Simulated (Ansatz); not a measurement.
A run of Ansatz 0.2.0 is set up as follows.

Contents of input.yaml:

```yaml
crystal:
  lattice:
    - [3.85404, 0.14384, 0.09012]
    - [-0.2532, 5.52698, 0.16471]
    - [-0.48197, -1.9272, 5.72025]
  atoms:
    - { symbol: H, position: [0.10913, 0.65718, 0.54463] }
    - { symbol: Pb, position: [0.61029, 0.52127, 0.151] }
    - { symbol: "N", position: [0.9158, 0.96263, 0.95867] }
    - { symbol: O, position: [0.01384, 0.13639, 0.88084] }
    - { symbol: O, position: [0.72398, 0.01057, 0.12858] }
    - { symbol: O, position: [0.00389, 0.73732, 0.87043] }
    - { symbol: O, position: [0.11927, 0.59324, 0.37651] }
hamiltonian:
  xc: r2scan
  pseudopotentials: { kind: paw }
kpoints:
  mp_grid: { grid: [7, 5, 5] }
  band_path:
    path:
      - [[0.5, 0.0, 0.0], [0.0, 0.0, 0.0], [0.0, -0.5, 0.0]]
      - [[0.5, -0.5, 0.0], [0.0, 0.0, 0.0], [0.0, 0.5, -0.5]]
      - [[0.5, 0.5, -0.5], [0.0, 0.0, 0.0], [0.0, 0.0, -0.5]]
      - [[0.5, 0.0, -0.5], [0.0, 0.0, 0.0]]
    npoints: 10
scf:
  occupations: { method: fermi_dirac, width: 0.05 }
  n_extra_bands: 17
output:
  forces: true
  stress: true
  eigenvalues: true
  fatbands: false
```

Potentials or basis: Ansatz PAW.

Run with:

```console
$ ansatz run input.yaml --threads 8 --pin off --max-ram 20480MiB --backend cpu --events-out ev --progress --plain --runs-dir out
```

Q: Predict the largest force.

A: 0.684 eV/Å.

Q: Predict the band gap on the k mesh.

A: 3.50 eV, indirect (least direct gap 3.59 eV).

Q: What does it give for the band gap along the path?

A: 3.46 eV, indirect (least direct gap 3.53 eV).

Forces in eV/Å, atoms in the order of the input:
```
H    0.065 -0.006 -0.462
Pb   0.069  0.007  0.064
N    0.023 -0.004 -0.010
O   -0.195 -0.595  0.276
O    0.384  0.049 -0.478
O   -0.227  0.528  0.339
O   -0.119  0.021  0.270
```

Caveat: spin-orbit coupling is left out, which as a rule narrows the gap of such compounds by several tenths of an eV; the PAW data sets come from PBE, with cores solved anew for the run's functional, which leaves a small shift of forces and pressure. r2SCAN opens gaps a little over a GGA but as a rule still falls short of measured ones.
